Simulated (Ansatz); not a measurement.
**Ga3AsN2: the band gap up the ladder of functionals**

The task here is to estimate one member of a computed series from the others.

Program: Ansatz 0.2.0. PAW datasets, plane waves. Values at 0 K without nuclear motion; spin polarisation is off, and the phase may be a hypothetical one.

## The structure to begin with

The cell was relaxed beforehand with r2SCAN.

The symmetry is P3m1 (No. 156, trigonal); conventional cell a = 3.435 Å, c = 8.639 Å, 14.71 Å³ an atom. Around N lie 4 Ga at 1.94–2.06 Å; around N lie 4 Ga at 1.96–2.06 Å; around As lie 4 Ga at 2.30–2.44 Å; around Ga lie 4 N at 1.96–2.06 Å; around Ga lie 3 N at 2.06 Å and 1 As at 2.44 Å.

As a file:

Space group P3m1 (No. 156). a = 3.435 Å, b = 3.435 Å, c = 8.639 Å, α = 90.00°, β = 90.00°, γ = 120.00°
```tsv
atom	site	symmetry	x	y	z
N	1a	3m.	0.0000	0.0000	0.0202
N	1b	3m.	0.3333	0.6667	0.3118
As	1c	3m.	0.6667	0.3333	0.6599
Ga	1b	3m.	0.3333	0.6667	0.0855
Ga	1c	3m.	0.6667	0.3333	0.3771
Ga	1a	3m.	0.0000	0.0000	0.7955
```

Set-up of the first run:

Input file input.yaml:

```yaml
crystal:
  lattice:
    - [3.4345910194, 0.0, 0.0]
    - [-1.7172955097, 2.9744430744, 0.0]
    - [0.0, 0.0, 8.6392287653]
  atoms:
    - { symbol: "N", position: [0.0, 0.0, 0.0202057789] }
    - { symbol: "N", position: [0.3333333333, 0.6666666667, 0.3117950494] }
    - { symbol: As, position: [0.6666666667, 0.3333333333, 0.6599329008] }
    - { symbol: Ga, position: [0.3333333333, 0.6666666667, 0.0854877952] }
    - { symbol: Ga, position: [0.6666666667, 0.3333333333, 0.377086746] }
    - { symbol: Ga, position: [0.0, 0.0, 0.7954917297] }
kpoints:
  mp_grid: { grid: [12, 12, 4] }
  band_path:
    path:
      - [[0.0, 0.0, 0.0], [0.5, 1.773324763125e-17, 2.463543977814e-29], [0.3333333333333, 0.3333333333333, 3.41626743564e-18], [0.0, 0.0, 0.0], [3.392921361117e-35, -4.488274972917e-35, 0.5], [0.5, 1.813654903394e-17, 0.5], [0.3333333333333, 0.3333333333333, 0.5], [3.392921361117e-35, -4.488274972917e-35, 0.5]]
      - [[0.5, 1.813654903394e-17, 0.5], [0.5, 1.773324763125e-17, 2.463543977814e-29]]
      - [[0.3333333333333, 0.3333333333333, 0.5], [0.3333333333333, 0.3333333333333, 3.41626743564e-18]]
    npoints: 10
hamiltonian:
  xc: pbe
scf:
  occupations: { method: fermi_dirac, width: 0.02 }
  n_extra_bands: 5
output:
  forces: true
  stress: true
  eigenvalues: true
```

On the command line:

```bash
$ ansatz run input.yaml --threads 2 --pin off --max-ram 20275MiB --backend cpu --events-out ev --progress --plain --runs-dir out
```

Steps of the session up to this table: Band structure with PBE; r2SCAN; HSE06 at the same geometry; Single point with PBE+SOC.

One of the session's tables, all rows but one given; the rest of the session is left out.

```
  level  gap (eV)
    PBE     -0.52
 r2SCAN         ?
  HSE06     -0.41
PBE+SOC     -0.51
```

**Question.** Estimate the row for r2SCAN.

The run gave: gap (eV): -0.76. In the column «gap (eV)» it is the lowest.

Meshes: PBE 12×12×4, r2SCAN 12×12×4, HSE06 6×6×2, PBE+SOC 12×12×4

Caveats from the session: Warnings in the runs' records: stress scf threshold loose, filled band counts differ across k points, stress exchange threshold loose.
